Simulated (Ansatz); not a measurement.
# Mn3Si (Fm-3m): equation of state

An exercise on one series of results from a longer session: the logs are not shown, and one member is left open.

Method: DFT LDA, scalar-relativistic, plane waves, PAW, in Ansatz 0.2.0.

## Starting point

It takes space group Fm-3m (No. 225, cubic). Conventional cell: a = 5.493 Å, b = 5.493 Å, c = 5.493 Å, α = 90.00°, β = 90.00°, γ = 90.00°. Mn (site symmetry m-3m) is surrounded by 8 Mn at 2.38 Å and 6 Si at 2.75 Å. Mn (site symmetry -43m) is surrounded by 4 Mn at 2.38 Å and 4 Si at 2.38 Å. Si (site symmetry m-3m) has 14 Mn at 2.38 to 2.75 Å as nearest neighbours.

Structure file:

```
Mn Si
1.0
    -2.74953   -2.74953    5.49485
    -5.49485   -2.74953    2.74953
    -2.74953   -5.49485    2.74953
Mn Si
6 2
Direct
  0.25000 0.25000 0.25000
  0.62494 0.62494 0.62494
  0.87506 0.87506 0.87506
  0.75000 0.75000 0.75000
  0.12494 0.12494 0.12494
  0.37506 0.37506 0.37506
  0.00000 0.00000 0.00000
  0.50000 0.50000 0.50000
```

An earlier run at LDA left this cell at 10.357 Å³/atom and 0.00 GPa (12×12×12 mesh). The large moments point both ways and cancel.

Volume factors to run: 0.980, 1.020, 0.960, 1.040.

Set-up of the first run:

input.yaml reads:

```yaml
crystal:
  lattice:
    - [-2.7310788976, -2.7310788976, 5.4579713862]
    - [-5.4579713862, -2.7310788976, 2.7310788976]
    - [-2.7310788976, -5.4579713862, 2.7310788976]
  atoms:
    - { symbol: Mn, position: [1.25, -0.75, -0.75], spin: 1.87 }
    - { symbol: Mn, position: [0.6249390717, -0.3750609283, -0.3750609283], spin: -0.12 }
    - { symbol: Mn, position: [1.8750609283, -1.1249390717, -1.1249390717], spin: -0.12 }
    - { symbol: Si, position: [-1.098e-07, -1.098e-07, -1.098e-07] }
    - { symbol: Mn, position: [1.75, -0.25, -0.25], spin: -1.87 }
    - { symbol: Mn, position: [1.1249386623, 0.1249386623, 0.1249386623], spin: 0.12 }
    - { symbol: Mn, position: [2.3750613377, -0.6249386623, -0.6249386623], spin: 0.12 }
    - { symbol: Si, position: [0.5000001098, 0.5000001098, 0.5000001098] }
basis:
  ecutwfc: 420
  ecutrho_ratio: 4
kpoints:
  mp_grid: { grid: [12, 12, 12] }
hamiltonian:
  xc: lda
scf:
  occupations: { method: gaussian, width: 0.05 }
output:
  forces: true
  stress: true
  eigenvalues: true
  populations: true
magnetization:
  spin_polarized: true
relax:
  f_tol: 0.01
  max_steps: 40
  cell: { stress_tol: 0.1, fix: [volume] }
```

Launch:

```bash
$ ansatz run input.yaml --threads 2 --pin off --max-ram 5120MiB --backend cpu --events-out ev --progress --plain --runs-dir out
```

Steps of the session up to this table: At 0.980 of the relaxed volume; At 1.020 of the relaxed volume; Scaling the volume by 0.960; At 1.040 of the relaxed volume.

One of the session's tables, all rows but one given; the rest of the session is left out.

It belongs to the step «Energy and pressure against volume». 

| volume (Å³/atom) | energy (meV/atom) | pressure (GPa) | moment of atom 1 (μB) |
| --- | --- | --- | --- |
| 9.943 | 15.52 | 12.43 | 1.55 |
| 10.150 | ? | ? | ? |
| 10.357 | 0.00 | 0.00 | 1.70 |
| 10.564 | 3.43 | -5.25 | 1.77 |
| 10.772 | 13.29 | -9.93 | 1.84 |

Estimate the missing values for volume (Å³/atom) = 10.150.

Worked estimate for «energy (meV/atom)». A straight line through the neighbours (9.943, 15.52) and (10.357, 0.00) gives 15.52 + (0.00 − 15.52) × (10.150 − 9.943) / (10.357 − 9.943) = 7.76; a parabola fitted to 3 rows on both sides gives 4.03.

As computed: energy (meV/atom): 3.74; pressure (GPa): 5.87; moment of atom 1 (μB): 1.62. In «energy (meV/atom)» the line misses by +4.02 and the parabola by +0.29.

To keep in mind: Warnings in the runs' records: anti translation declined, stability check not made.
